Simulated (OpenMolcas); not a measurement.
# V²⁺ among point charges: CASSCF levels and susceptibility

How does a field of 5 point charges split the states of V²⁺, and what χT follows?

The numbers are computed with OpenMolcas 26.06 (state-averaged CASSCF, spin-orbit coupling by RASSI with atomic mean-field integrals), except any that are marked as measured or tabulated.

1 further run of the same task is left out (it didn't finish).

**1. The system**

| Property | Result |
| --- | --- |
| Species | V²⁺ (vanadium, Z = 23, 21 electrons) |
| Basis | ANO-RCC-VDZP [5s4p2d1f], 34 functions |
| Scalar Hamiltonian | DKH2, point nucleus |
| Inactive shells | 1s 2s 2p 3s 3p |
| Active space | 3 electrons in 5 orbitals (3d) |
| Some configurations of this space | 3d³ |
| Orbitals | optimised for each spin and parity, averaged over all roots |

Outer shells as boxes (Hund's rule):

3d3
```
3d [↑ ][↑ ][↑ ][  ][  ]
```

The ion sits among 5 point charges of -2.6 e arranged as a trigonal bipyramid (D3h), 1.87 Å from the ion, with the axial distance 1.496 Å. The active orbitals were held to one l.

Each step is its own input file, run in one work folder so that later steps find the files of earlier ones. Labels, J, g values, rates, χT and fits are worked out afterwards by a script from the matrices that RASSI stores.

**2. Basis and integrals**

Contents of a.inp:

```
&GATEWAY
Coord
1

V 0.0 0.0 0.0
Basis=ANO-RCC-VDZP
Group=NoSym
NoMove
AngMom=0.0 0.0 0.0
AMFI
XField
5 Angstrom 0
1.870000 0.000000 0.000000 -2.600000
-0.935000 1.619468 0.000000 -2.600000
-0.935000 -1.619468 0.000000 -2.600000
0.000000 0.000000 1.496000 -2.600000
0.000000 0.000000 -1.496000 -2.600000
&SEWARD
```

Started as:

```bash
$ OMP_NUM_THREADS=1 MOLCAS_MEM=1689 MOLCAS_PROJECT=a pymolcas a.inp > a.log
```

**3. CASSCF: quartets, 10 roots**

Contents of a.inp:

```
&RASSCF
FileOrb=start.orb
Symmetry=1
Spin=4
nActEl=3 0 0
Inactive=9
Ras2=5
CIRoot=10 10 1
SDav=10
CIMx=300
Iter=120 100
PrWF=0.3
OrbListing=Nothing
MaxOrb=0
SupSym
1
10 10 11 12 13 14 23 24 25 26 27
>>> COPY $Project.JobIph JOB001
```

start.orb holds the contracted functions of the basis, ordered by shell, or the orbitals of the step before.

**4. Reference wave functions, doublets, 40 roots**

Contents of a.inp:

```
&RASSCF
FileOrb=start.orb
Symmetry=1
Spin=2
nActEl=3 0 0
Inactive=9
Ras2=5
CIRoot=40 40 1
SDav=40
CIMx=300
Iter=120 100
PrWF=0.3
OrbListing=Nothing
MaxOrb=0
SupSym
1
10 10 11 12 13 14 23 24 25 26 27
>>> COPY $Project.JobIph JOB002
```

**5. State interaction with spin-orbit coupling**

Contents of a.inp:

```
&RASSI
NrOfJobIphs=2 10 40
1 2 3 4 5 6 7 8 9 10
1 2 3 4 5 6 7 8 9 10 11 12 13 14 15 16 17 18 19 20 21 22 23 24 25 26 27
28 29 30 31 32 33 34 35 36 37 38 39 40
IphNames
JOB001
JOB002
EJob
SpinOrbit
DIPRint=1.0
SOCoupling=1000.0
Subsets=2
Property=9
'ANGMOM' 1 'ANGMOM' 2 'ANGMOM' 3 'MLTPL  1' 1 'MLTPL  1' 2 'MLTPL  1' 3
'AMFI' 1 'AMFI' 2 'AMFI' 3
SOProperty=3
'ANGMOM' 1 'ANGMOM' 2 'ANGMOM' 3
```

Q: Predict the outcome of this session. Wanted: spin-free ground state; first state of the same spin within the active space; lowest level; next level.

**Answer**, as computed:

| quantity | value |
| --- | --- |
| method | CASSCF |
| spin-free ground state | 4E, 2-fold in its orbital part |
| first state of the same spin within the active space | 4E at 3190 cm⁻¹ |
| lowest level | 2-fold E1/2, g = 0.12, 0.12, 4.01 |
| next level | 29.0 cm⁻¹ |
| χT at 300 K | 1.90 cm³ K/mol |
| effective moment at 300 K | 3.90 μB |

In words: The spin-free ground state (4E) comes to 54 % from free-ion F terms and keeps the highest spin of the shell. χT at 300 K is 1.90, against 1.88 cm³ K/mol for the spin alone; near agreement at one temperature doesn't show that the orbital moment is quenched. The field of point charges can differ much from that of real complexes. Point charges carry no covalency, so the field is a model and not that of real ligands.
